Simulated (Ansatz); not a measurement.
Geometry optimisation, DFT PBE, scalar-relativistic, plane waves, PAW (Ansatz 0.2.0).

Input:

```yaml
crystal:
  lattice:
    - [10.86, 0.0, 0.0]
    - [0.0, 10.86, 0.0]
    - [0.0, 0.0, 10.86]
  atoms:
    - { symbol: Si, position: [0.5013357, 0.0004772, 0.0019192] }
    - { symbol: Si, position: [0.6281883, 0.1290959, 0.1256154] }
    - { symbol: Si, position: [0.7481462, 0.2468772, 0.002438] }
    - { symbol: Si, position: [0.8760425, 0.3807223, 0.1264832] }
    - { symbol: Si, position: [0.7464838, 0.0017734, 0.249124] }
    - { symbol: Si, position: [0.8769822, 0.1224398, 0.3753521] }
    - { symbol: Si, position: [-0.0003882, -0.0015376, -0.0035257] }
    - { symbol: Si, position: [0.1261748, 0.1223659, 0.1195513] }
    - { symbol: Si, position: [0.2466841, 0.2488909, -3.64e-05] }
    - { symbol: Si, position: [0.3739062, 0.3757069, 0.1256514] }
    - { symbol: Si, position: [0.5003675, 0.4997266, 0.0011882] }
    - { symbol: Si, position: [0.629158, 0.6259508, 0.1257144] }
    - { symbol: Si, position: [0.750328, 0.752361, -0.0024156] }
    - { symbol: Si, position: [0.8730925, 0.8756628, 0.121713] }
    - { symbol: Si, position: [0.2519574, -0.0010378, 0.248211] }
    - { symbol: Si, position: [0.3725847, 0.1200282, 0.3727385], spin: 1.0 }
    - { symbol: Si, position: [0.4950807, 0.2461951, 0.2464897] }
    - { symbol: Si, position: [0.624843, 0.3735461, 0.3756152] }
    - { symbol: Si, position: [0.7463025, 0.4990819, 0.2487396] }
    - { symbol: Si, position: [0.8752986, 0.6236421, 0.375943] }
    - { symbol: Si, position: [0.6231204, 0.1267351, 0.6290145] }
    - { symbol: Si, position: [0.7523788, 0.2500305, 0.4999457] }
    - { symbol: Si, position: [0.8764358, 0.3736908, 0.6224737] }
    - { symbol: Si, position: [0.7486835, -0.0012267, 0.7487956] }
    - { symbol: Si, position: [0.8791495, 0.131439, 0.8755193] }
    - { symbol: Si, position: [-0.0038034, 0.5004774, -0.0003286] }
    - { symbol: Si, position: [0.1214436, 0.6262307, 0.124522] }
    - { symbol: Si, position: [0.2472004, 0.7478115, 0.0027726] }
    - { symbol: Si, position: [0.3727383, 0.874864, 0.1236784] }
    - { symbol: Si, position: [-0.0024893, 0.2486696, 0.2525448] }
    - { symbol: Si, position: [0.1298803, 0.3737648, 0.3745396] }
    - { symbol: Si, position: [0.2495811, 0.5002561, 0.2512322] }
    - { symbol: Si, position: [0.3769072, 0.624727, 0.3695864] }
    - { symbol: Si, position: [0.5040121, 0.7513682, 0.2492937] }
    - { symbol: Si, position: [0.625468, 0.8753403, 0.375776] }
    - { symbol: Si, position: [-0.0053177, 0.0037577, 0.4986837] }
    - { symbol: Si, position: [0.1276392, 0.126136, 0.6230946] }
    - { symbol: Si, position: [0.2501934, 0.2525165, 0.5022979] }
    - { symbol: Si, position: [0.376169, 0.3735539, 0.6265572] }
    - { symbol: Si, position: [0.5036532, 0.5015037, 0.4949682] }
    - { symbol: Si, position: [0.6260712, 0.6246561, 0.628568] }
    - { symbol: Si, position: [0.748083, 0.7463419, 0.4991942] }
    - { symbol: Si, position: [0.8792056, 0.8774081, 0.6263607] }
    - { symbol: Si, position: [0.2563001, -0.0023921, 0.7474012] }
    - { symbol: Si, position: [0.3711821, 0.125177, 0.8729809] }
    - { symbol: Si, position: [0.4961281, 0.2517667, 0.749774] }
    - { symbol: Si, position: [0.6286405, 0.3782545, 0.8727784] }
    - { symbol: Si, position: [0.7505912, 0.4987824, 0.7464382] }
    - { symbol: Si, position: [0.8821757, 0.6261671, 0.8744248] }
    - { symbol: Si, position: [0.0039938, 0.749263, 0.2502169] }
    - { symbol: Si, position: [0.1283285, 0.874326, 0.3764409] }
    - { symbol: Si, position: [0.0008385, 0.4967362, 0.5020624] }
    - { symbol: Si, position: [0.1256968, 0.6256887, 0.6278118] }
    - { symbol: Si, position: [0.2468535, 0.7475577, 0.497409] }
    - { symbol: Si, position: [0.3735105, 0.8761829, 0.6268065] }
    - { symbol: Si, position: [-0.0002381, 0.2499283, 0.752845] }
    - { symbol: Si, position: [0.1204856, 0.3720134, 0.8797917] }
    - { symbol: Si, position: [0.2471052, 0.4990019, 0.7498686] }
    - { symbol: Si, position: [0.3787969, 0.6274477, 0.8734812] }
    - { symbol: Si, position: [0.4962189, 0.7523653, 0.7490689] }
    - { symbol: Si, position: [0.6213167, 0.8777289, 0.8715328] }
    - { symbol: Si, position: [-0.0026864, 0.7521114, 0.746557] }
    - { symbol: Si, position: [0.1297544, 0.8790439, 0.8692569] }
magnetization:
  spin_polarized: true
total_charge: 1
basis:
  ecutwfc: 420.0
kpoints:
  mp_grid: { grid: [1, 1, 1] }
hamiltonian:
  xc: pbe
  pseudopotentials: { kind: paw, azcp: { folder: soft_1 } }
scf:
  occupations: { method: gaussian, width: 0.02 }
  lower_state_search: "off"
relax:
  f_tol: 0.03
  max_steps: 60
  adjacent_minimum: "off"
output:
  write_density: true
  write_potential: true
  elf: true
  volumetric_format: npy
```

Command:

```bash
$ ansatz run input.yaml --threads 4 --pin off --max-ram 10240MiB --backend cpu --events-out ev --progress --plain --runs-dir out
```

Where does it end, and by what steps?

It converged. The force dipped under the threshold on the way, but the program's further checks kept it going. Limits of this set-up: coarse k mesh, a typed lattice constant that wasn't relaxed here, charged cell in a uniform background, uncorrected. After 7 steps the energy has fallen by 1.063 eV; Si16 moved furthest, 0.13 Å.

| step | energy less start (eV) | largest force component (eV/Å) | accepted |
| --- | --- | --- | --- |
| 0 | 0.0000 | 1.331 | yes |
| 1 | -0.9877 | 0.310 | yes |
| 2 | -1.0589 | 0.043 | yes |
| 3 | -1.0614 | 0.022 | yes |
| 4 | -1.0620 | 0.013 | yes |
| 5 | -1.0623 | 0.010 | yes |
| 6 | -1.0624 | 0.013 | yes |
| 7 | -1.0626 | 0.015 | yes |

```xyz
63
Lattice="10.8600 0.0000 0.0000 0.0000 10.8600 0.0000 0.0000 0.0000 10.8600" Properties=species:S:1:pos:R:3
Si 5.427 0.000 -0.003
Si 6.792 1.366 1.334
Si 8.149 2.718 -0.019
Si 9.506 4.074 1.353
Si 8.124 0.028 2.727
Si 9.517 1.362 4.065
Si -0.012 -0.008 0.006
Si 1.378 1.366 1.360
Si 2.717 2.712 -0.010
Si 4.060 4.060 1.367
Si 5.418 5.418 0.008
Si 6.799 6.806 1.356
Si 8.142 8.153 -0.010
Si 9.492 9.492 1.369
Si 2.755 -0.005 2.750
Si 4.166 1.322 4.107
Si 5.454 2.703 2.724
Si 6.792 4.094 4.061
Si 8.149 5.446 2.708
Si 9.497 6.809 4.060
Si 6.748 1.333 6.713
Si 8.123 2.699 5.399
Si 9.491 4.057 6.795
Si 8.102 -0.011 8.103
Si 9.496 1.366 9.476
Si -0.004 5.428 -0.001
Si 1.357 6.790 1.350
Si 2.709 8.144 -0.006
Si 4.069 9.504 1.351
Si 0.013 2.716 2.710
Si 1.377 4.067 4.060
Si 2.718 5.437 2.715
Si 4.073 6.794 4.079
Si 5.413 8.175 2.741
Si 6.754 9.569 4.090
Si -0.002 0.000 5.427
Si 1.369 1.346 6.776
Si 2.753 2.679 5.433
Si 4.068 4.076 6.784
Si 5.427 5.430 5.428
Si 6.777 6.793 6.781
Si 8.105 8.182 5.439
Si 9.502 9.504 6.783
Si 2.727 -0.008 8.129
Si 4.073 1.348 9.493
Si 5.413 2.686 8.112
Si 6.799 4.070 9.480
Si 8.142 5.437 8.134
Si 9.506 6.789 9.498
Si 0.010 8.154 2.720
Si 1.369 9.512 4.081
Si -0.012 5.420 5.435
Si 1.359 6.793 6.785
Si 2.727 8.158 5.434
Si 4.114 9.526 6.762
Si 0.009 2.707 8.134
Si 1.357 4.077 9.497
Si 2.709 5.434 8.143
Si 4.067 6.785 9.502
Si 5.423 8.145 8.142
Si 6.777 9.506 9.493
Si 0.000 8.144 8.143
Si 1.359 9.502 9.494
```

Whether the end is a true minimum wasn't checked by a vibrational analysis.

Time of the run: 2.2 min on 4 threads of Arm Neoverse V2 (shared host), peak memory 1.6 GiB.
